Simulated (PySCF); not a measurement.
# CH7FSeSi2: the cost of one run

Programs: PySCF 2.14.0, with routines of our own; each step states its level. All values are computed. Atoms count from 0.

## 1. The starting structure

12 atoms, charge 0, multiplicity 1; geometry from: GFN2-xTB.

## 2. Relaxing the molecule at PBE0-D3(BJ)/def2-SVP

Job settings and geometry (Å):

```
{"job": {"xc": "PBE0", "basis": "def2-SVP", "d3": "d3bj", "grid": 1, "maxiter": 30, "shake": 0.01, "kind": "geom"}, "charge": 0, "multiplicity": 1}
F      0.665120     1.974730    -0.360260
C      0.256260     0.766830     0.181630
Si     1.751650    -0.422280     0.051090
Si    -1.324140     0.247120    -0.697620
Se    -2.196490    -1.588360     0.392820
H      0.050060     0.995150     1.236190
H      2.051620    -0.642040    -1.358840
H      1.406460    -1.644580     0.744710
H      2.894100     0.247880     0.735930
H     -1.110580    -0.229380    -2.039860
H     -2.346270     1.324970    -0.634780
H     -2.058100    -1.058320     1.739960
```

Launch:

```sh
OMP_NUM_THREADS=1 python heavy_run.py task.json out
```

The driver reads the jobs from task.json and runs them one after another.

**Question.** How long does this first job take on 1 thread of Arm Neoverse V2, shared host, and how much memory does it need?

About 58 s, with a peak of 0.56 GiB.
